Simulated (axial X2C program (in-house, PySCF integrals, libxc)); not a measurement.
# A two-component session on BrSi⁻: properties at the nuclei

Wanted for BrSi⁻: properties at the nuclei, at the two-component level.

The runs use an in-house X2C program for linear molecules on PySCF integrals; two-component X2C with atomic mean-field terms, Br dyall-acv3z, Si dyall-av3z.

All values are calculated.

**1. Input**

The input, task.json:

```json
{"zs": [35, 14], "q": -1, "bas": ["dyall-acv3z", "dyall-av3z"], "r0": 2.3, "levels": ["PBE0", "HF", "LDA", "TPSSh", "BP86"], "nst": 3}
```

Keys: zs atomic numbers; q charge; bas basis sets; r0 starting distance in Å; levels methods (HF also brings MP2); nst determinants followed.

Run with:

```sh
python soeom.py task.json out
```

The runs that follow: Expectation values, lowest determinant; Expectation values, a higher determinant; Expectation values, a higher determinant.

**Question.** What will these runs give? Wanted: lowest determinant; Eeff magnitude; Ws magnitude Br; A∥/gI Br; qzz Br; higher determinant; qzz Si (for each run or level that gives them).

As calculated:

| quantity | value |
| --- | --- |
| lowest determinant | Ω = 1 (excess of +ω over −ω: ω = -1/2, ω = 3/2) |
| Eeff magnitude (GV/cm), PBE0 | 0.116 |
| Ws magnitude Br (kHz), PBE0 | 0.0274 |
| A∥/gI Br (MHz), PBE0 | -39.2 |
| qzz Br (a.u.), PBE0 | 3.12 |
| higher determinant | Ω = 0 (closed shell) |
| qzz Br (a.u.), PBE0, higher determinant | 3.01 |
| qzz Si (a.u.), PBE0, higher determinant | 0.66 |
| higher determinant | Ω = 2 (excess of +ω over −ω: ω = 1/2, ω = 3/2) |
| Eeff magnitude (GV/cm), PBE0, higher determinant | 0.0153 |
| Ws magnitude Br (kHz), PBE0, higher determinant | 0.0033 |
| A∥/gI Br (MHz), PBE0, higher determinant | 88 |
| qzz Br (a.u.), PBE0, higher determinant | 3.03 |

In the first state, the effective field runs from 0.0166 to 0.229 GV/cm over the mean-field levels, so the levels don't agree on it. The expectation values come from single determinants, which for open shells can mix terms of unlike spin or miss the lowest Ω, so a determinant need not be a state. Eeff is the effective electric field on the electron dipole moment in this Ω state and Ws the scalar–pseudoscalar constant (defined with the proton number Z and per Ω); A∥ is the parallel hyperfine constant, which follows by multiplying with the nuclear g factor gI = μI/(I μN); qzz is the electric field gradient, eQq0 = 234.96 MHz × Q/barn × qzz. The operators were transformed with the bare-nucleus X2C matrices.
